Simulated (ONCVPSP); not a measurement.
**Cu: generating and testing an ONCV potential**

Aim: build the potential from the settings below, then test how well it stands in for the atom: other configurations, scattering, ghost states and the plane-wave cutoff that it needs.

Program: ONCVPSP 4.0.1.1 (patched build). Reference atom: PBEsol, scalar-relativistic, spherical and spin-unpolarised. All values are calculated.

### 1 Starting point

Typed settings, in words:

| Item | Value |
| --- | --- |
| element | copper (Cu, Z = 29) |
| type | optimised norm-conserving Vanderbilt (ONCV) |
| frozen core | [Ne] |
| valence charge | 19 |
| reference configuration | 3s2 3p6 3d10 4s1 |
| partial waves | 3s+4s: rc 1.20 bohr, ncon 4, nbas 7, qcut 8.4 1/bohr, 3 projectors, debl 0.3 Ha; 3p: rc 1.10 bohr, ncon 5, nbas 8, qcut 9.9 1/bohr, 2 projectors, debl 3.4 Ha; 3d: rc 1.60 bohr, ncon 4, nbas 8, qcut 7.7 1/bohr, 3 projectors, debl 3.7 Ha |
| local potential | polynomial inside 0.95 bohr (lpopt 5, dvloc0 -1 Ha) |
| core correction | polynomial model core, fcfact 0.15 |

The nodes and maxima of the atom's own shells, from an earlier all-electron run, set the scale for the radii.

All-electron outer shells of the reference configuration (PBEsol, scalar-relativistic, ld1.x):

```json
{"shell": "2p", "level (eV)": "-916.42", "outermost node (bohr)": "–", "outermost maximum (bohr)": "0.16"}
{"shell": "3s", "level (eV)": "-114.40", "outermost node (bohr)": "0.29", "outermost maximum (bohr)": "0.61"}
{"shell": "3p", "level (eV)": "-72.00", "outermost node (bohr)": "0.26", "outermost maximum (bohr)": "0.62"}
{"shell": "3d", "level (eV)": "-5.06", "outermost node (bohr)": "–", "outermost maximum (bohr)": "0.60"}
{"shell": "4s", "level (eV)": "-4.61", "outermost node (bohr)": "0.89", "outermost maximum (bohr)": "2.27"}
{"shell": "4p", "level (eV)": "-0.64", "outermost node (bohr)": "0.98", "outermost maximum (bohr)": "3.56"}
```

### 2 The generation run

Cu.dat reads:

```
# ATOM AND REFERENCE CONFIGURATION
# atsym  z   nc   nv     iexc    psfile
  Cu 29.00    3    4  -116133      upf
#
#   n    l    f
    1    0    2.00
    2    0    2.00
    2    1    6.00
    3    0    2.00
    3    1    6.00
    3    2   10.00
    4    0    1.00
#
# PSEUDOPOTENTIAL AND OPTIMIZATION
# lmax
    2
#
#   l,   rc,      ep,       ncon, nbas, qcut
    0    1.20    0.00    4    7    8.40
    1    1.10    0.00    5    8    9.90
    2    1.60    0.00    4    8    7.70
#
# LOCAL POTENTIAL
# lloc, lpopt,  rc(5),   dvloc0
    4    5    0.95   -1.00
#
# VANDERBILT-KLEINMAN-BYLANDER PROJECTORs
# l, nproj, debl
    0    3    0.30
    1    2    3.40
    2    3    3.70
#
# MODEL CORE CHARGE
# icmod, fcfact, rcfact
    1    0.15    0.00
#
# LOG DERIVATIVE ANALYSIS
# epsh1, epsh2, depsh
   -6.00    5.00    0.04
#
# OUTPUT GRID
# rlmax, drl
    6.00    0.01
#
# TEST CONFIGURATIONS
# ncnf
    4
# nvcnf
#   n    l    f
    4
    3    0    2.00
    3    1    6.00
    3    2   10.00
    4    0    0.00
#
    4
    3    0    2.00
    3    1    6.00
    3    2    9.00
    4    0    0.00
#
    4
    3    0    2.00
    3    1    6.00
    3    2    8.00
    4    0    0.00
#
    5
    3    0    2.00
    3    1    6.00
    3    2    9.00
    4    0    1.00
    4    1    1.00
#
```

Launch:

```sh
oncvpsp.x < Cu.dat > Cu.out
```

What does the calculation give? Wanted: cutoffs for 1 and 0.1 mHa per electron, occupied waves; bound ghosts; GHOST(+) flags; largest test error; largest phase difference near zero energy, channels read; rms error of d²Exc/dn², without and with the model core.

As calculated:

| quantity | value |
| --- | --- |
| cutoffs for 1 and 0.1 mHa per electron, occupied waves | 43 Ha and 92 Ha |
| bound ghosts | s at -336.45 eV |
| GHOST(+) flags | s at 1217 eV |
| largest test error (AE − PS) | +68 meV, for 3s2 3p6 3d9 4s1 4p1 (1 test unsolved) |
| largest phase difference near zero energy, channels read | 0.000 rad |
| rms error of d²Exc/dn², without and with the model core | 4.94 and 2.17 mHa |

**Reading.** A bound ghost (s) makes it unfit for use: electrons can fall into a state that the atom doesn't have. The worst unpolarised test, 3s2 3p6 3d9 4s1 4p1, is off by 68 meV on 6.9 eV; by total energies transferability rates as fair where solved. Of the tests 1 gave no usable energy difference, which is a warning in itself. The potential is hard: the looser tolerance needs 43 Ha. Near zero energy the phases of the channels with partial waves agree within 0.001 rad. The program also flags highly localised states, GHOST(+) (s). These are tests on the free atom; a crystal test is still owed.
